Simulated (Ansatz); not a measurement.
**C: a trial structure relaxed**

Aim: relax C from this start, beta-tin type (I4_1/amd, No. 141), and see where it ends.

Method: DFT r2SCAN, scalar-relativistic, plane waves, PAW, in Ansatz 0.2.0.

### Step 1. The structure to begin with

It takes space group I4_1/amd (No. 141, tetragonal). Conventional cell: a = 4.346 Å, b = 4.346 Å, c = 2.371 Å, α = 90.00°, β = 90.00°, γ = 90.00°. C (site symmetry -4m2) is surrounded by 6 C at 2.25 to 2.37 Å.

Structure file:

```
C
1.0
    -2.17318    2.17318    1.18551
     2.17318   -2.17318    1.18551
     2.17318    2.17318   -1.18551
C
2
Direct
  0.00000 0.00000 0.00000
  0.75000 0.25000 0.50000
```

(A quick probe on a coarse mesh, which set the mesh and smearing, is not shown.)

### Step 3. A loose first relaxation

The input, input.yaml:

```yaml
crystal:
  lattice:
    - [-2.1731842891, 2.1731842891, 1.1855121455]
    - [2.1731842891, -2.1731842891, 1.1855121455]
    - [2.1731842891, 2.1731842891, -1.1855121455]
  atoms:
    - { symbol: C, position: [0.0, 0.0, 0.0] }
    - { symbol: C, position: [0.75, 0.25, 0.5] }
basis:
  ecutwfc: 500
kpoints:
  mp_grid: { grid: [8, 8, 8] }
hamiltonian:
  xc: r2scan
scf:
  occupations: { method: gaussian, width: 0.1 }
  lower_state_search: "off"
output:
  forces: true
  stress: true
  eigenvalues: true
relax:
  adjacent_minimum: "off"
  f_tol: 0.04
  max_steps: 70
  cell: { stress_tol: 0.4 }
```

The session goes on with these runs: full relaxation.

**Question.** What will these runs give?

As calculated:

| quantity | value |
| --- | --- |
| cell (conventional) | a = 3.560 Å, b = 3.560 Å, c = 3.560 Å, α = 90.00°, β = 90.00°, γ = 90.00° |
| space group | Fd-3m (No. 227) |
| volume | 5.64 Å³/atom |
| gap on the mesh | 4.39 eV |

**Reading.** The structure ended in another space group than at the start: I4_1/amd to Fd-3m.

The gaps are Kohn-Sham values of a semilocal functional, not quasiparticle or optical gaps. Such gaps usually fall short of the measured ones.
